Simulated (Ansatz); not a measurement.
## One input on several machines: PBE with gradient, Ge4H10 (germane series)

The runs below are of Ansatz 0.2.0 on an Arm Neoverse N1 node (56 of its 64 cores, memory capped at 64 GiB); a node with four NVIDIA GB300 Max-Q cards and 144 Grace (Neoverse V2) cores; a node with four NVIDIA GB200 cards and 144 Grace (Neoverse V2) cores; a node with eight NVIDIA H100 80GB cards and 96 AMD EPYC 7R13 cores; an Intel Xeon 6975P-C node (Granite Rapids, 96 cores, 192 hardware threads, 360 GiB), one at a time and with no other job on the machine; times are wall-clock times from launch to exit. Times and memory are rounded to two significant figures, and ratios are formed from the unrounded values. A row is a single run, so small differences between rows aren't established. System services beside the runs took up to 4 cores (rounded up). Runs with a thread on every core shared the cores with them. Precision is the program's default, which can work at lower precision in parts of a run. Card memory is the largest of readings taken every 0.4 s, so short peaks can be missed, and it isn't given for runs under about 3 s. It shows what a run took, which needn't be the least that it can run in: the program holds more work at once where threads and free memory allow. Ansatz fits or factors the two-electron integrals of a Gaussian basis by default. It has two schemes, and a run can build a set of factors by either or by both: the log gives each set's size, with a bound on the integrals' error for one scheme and none for the other.

Commands are shown without the flags for output files and display.

```
atoms                                                                   : 14
electrons                                                               : 138
basis                                                                   : aug-cc-pvtz
basis functions                                                         : 466
integral factors (in one run; the count can differ a little by machine) : 2380 (no error bound)
```

Input used:

```yaml
crystal:
  periodic: [false, false, false]
  atoms:
    - { symbol: Ge, position_ang: [0.0000, 0.0000, 0.0000] }
    - { symbol: H, position_ang: [0.0000, -0.8932, 1.2551] }
    - { symbol: H, position_ang: [0.0000, -0.8932, -1.2551] }
    - { symbol: H, position_ang: [-1.2842, 0.8500, 0.0000] }
    - { symbol: Ge, position_ang: [2.0263, 1.3412, 0.0000] }
    - { symbol: H, position_ang: [2.0263, 2.2344, 1.2551] }
    - { symbol: H, position_ang: [2.0263, 2.2344, -1.2551] }
    - { symbol: Ge, position_ang: [4.0527, 0.0000, 0.0000] }
    - { symbol: H, position_ang: [4.0527, -0.8932, 1.2551] }
    - { symbol: H, position_ang: [4.0527, -0.8932, -1.2551] }
    - { symbol: Ge, position_ang: [6.0790, 1.3412, 0.0000] }
    - { symbol: H, position_ang: [6.0790, 2.2344, 1.2551] }
    - { symbol: H, position_ang: [6.0790, 2.2344, -1.2551] }
    - { symbol: H, position_ang: [7.3632, 0.4912, 0.0000] }
basis:
  gaussian: { orbitals: aug-cc-pvtz }
output: { forces: true }
```

| machine share | command | wall time | stage clocks | outside them | CPU time | SCF iterations | threads | host memory (GiB) | fullest card (GiB) |
| --- | --- | --- | --- | --- | --- | --- | --- | --- | --- |
| 1 × GB200 | ansatz run input.yaml --backend cuda --devices 1 | 3.1 s | 2.4 s | 0.69 s | 2.4 min | 17 | 144 | 1.1 | 6.7 |
| 1 × GB300 | ansatz run input.yaml --backend cuda --devices 1 | 5.3 s | 4.5 s | 0.77 s | 2.6 min | 17 | 144 | 1.2 | 4.4 |
| 1 × H100 | ansatz run input.yaml --backend cuda --devices 1 | 2.7 s | 1.7 s | 1.0 s | 53 s | 17 | 96 | 1.1 |  |
| 56 threads, Neoverse N1 | taskset -c 8-63 ansatz run input.yaml --backend cpu --max-ram 64GiB | 3.7 s | 3.6 s | 0.15 s | 2.2 min | 17 | 56 | 1.8 |  |

The stage clocks are the program's own; these runs have one, the mean-field stage. The mean-field stage is one clock over all work up to the reference state: integrals, SCF, the wait for a card to open. It also holds the gradient, which the log begins ahead of the stage's close and which has no clock of its own, so its share isn't known. Outside lie the rest of start-up and exit.

SCF iterations count the mean-field evaluations that the program logged over all starts and steps, those after a first convergence included.

The logs of these runs don't tell the arithmetic, which the program chooses by machine, so the machines needn't compute or store alike.

The runs on cards also kept host threads busy (see the CPU time), so differences between cards can come from their hosts too.

Among these rows the slowest by wall time (1 × GB300) takes 1.9 times as long as the fastest (1 × H100). Up to 38 % of a wall time lies outside the stage clocks (1 × H100), so the wall times show the speed at the clocked work only in part. On the stage clocks alone the slowest (1 × GB300) takes 2.7 times as long as the fastest (1 × H100). The fastest takes under 2 s, so this ratio is rough.

The gap on the stage clocks between 1 × GB300 and 1 × H100 (4.5 s against 1.7 s) wasn't traced. By the logs the two held 2.2 GiB and 4.7 GiB for the integral factors and their scratch space; the logs don't say why these differ.

Question: How long does the same input take on 96 threads, Xeon 6975P-C (ansatz run input.yaml --backend cpu)?

Answer: 1.6 s, in 17 SCF iterations, 0.42 times the time on 56 threads, Neoverse N1; peak host memory 2.0 GiB. The gradient lies inside the mean-field stage and has no clock of its own. Remarks: workers unbound. «workers unbound»: the program didn't bind its workers to cores in this run.
